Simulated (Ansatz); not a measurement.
**TlSnCl3: the cell at several levels of theory**

The task here is to estimate one member of a computed series from the others.

Code: Ansatz 0.2.0. PAW datasets, plane waves, zero pressure. Spin-unpolarised throughout. Whether this structure exists isn't addressed.

### The system as given

This is the cell as the run starts from it, not yet at rest; its lengths are not the crystal's.

The symmetry is Pm-3m (No. 221, cubic); a = 4.778 Å in the conventional setting, 21.82 Å³ an atom. Tl has 12 Cl at 3.38 Å; Sn has 6 Cl at 2.39 Å; Cl has 2 Sn at 2.39 Å and 4 Tl at 3.38 Å.

The structure in full:

Space group Pm-3m (No. 221). a = 4.778 Å, b = 4.778 Å, c = 4.778 Å, α = 90.00°, β = 90.00°, γ = 90.00°
| atom | site | symmetry | x | y | z |
| --- | --- | --- | --- | --- | --- |
| Tl | 1a | m-3m | 0.0000 | 0.0000 | 0.0000 |
| Sn | 1b | m-3m | 0.5000 | 0.5000 | 0.5000 |
| Cl | 3c | 4/mm.m | 0.5000 | 0.5000 | 0.0000 |

The first run:

File input.yaml:

```yaml
crystal:
  lattice:
    - [4.7784916, 0.0, 0.0]
    - [0.0, 4.7784916, 0.0]
    - [0.0, 0.0, 4.7784916]
  atoms:
    - { symbol: Tl, position: [0.0, 0.0, 0.0] }
    - { symbol: Sn, position: [0.5, 0.5, 0.5] }
    - { symbol: Cl, position: [0.5, 0.5, 0.0] }
    - { symbol: Cl, position: [0.5, 0.0, 0.5] }
    - { symbol: Cl, position: [0.0, 0.5, 0.5] }
kpoints:
  mp_grid: { grid: [6, 6, 6] }
hamiltonian:
  xc: pbe
scf:
  occupations: { method: fermi_dirac, width: 0.02 }
relax:
  f_tol: 0.005
  cell: {}
```

Steps of the session up to this table: PBE: cell and atoms; r2SCAN: cell and atoms; PBEsol: cell and atoms; LDA: cell and atoms.

One of the session's tables, all rows but one given; the rest of the session is left out.

It belongs to the step «The cells side by side». 

```
 level  a (Å)  volume (Å³/atom)
   PBE  5.577            34.694
r2SCAN  5.517            33.591
PBEsol      ?                 ?
   LDA  5.361            30.818
```

Estimate the missing values for PBEsol.

The run gave: a (Å): 5.469; volume (Å³/atom): 32.718. In the column «a (Å)» it lies between LDA (5.361) and r2SCAN (5.517).

What this shows: The first relaxation changed the volume by +59.0 % from the start. The volume runs from LDA (least) to PBE (most), a spread of 12.6 %, or 4.0 % in length if all axes shared it alike. The meshes differ: PBE 6×6×6, r2SCAN 4×4×4, PBEsol 4×4×4, LDA 4×4×4.
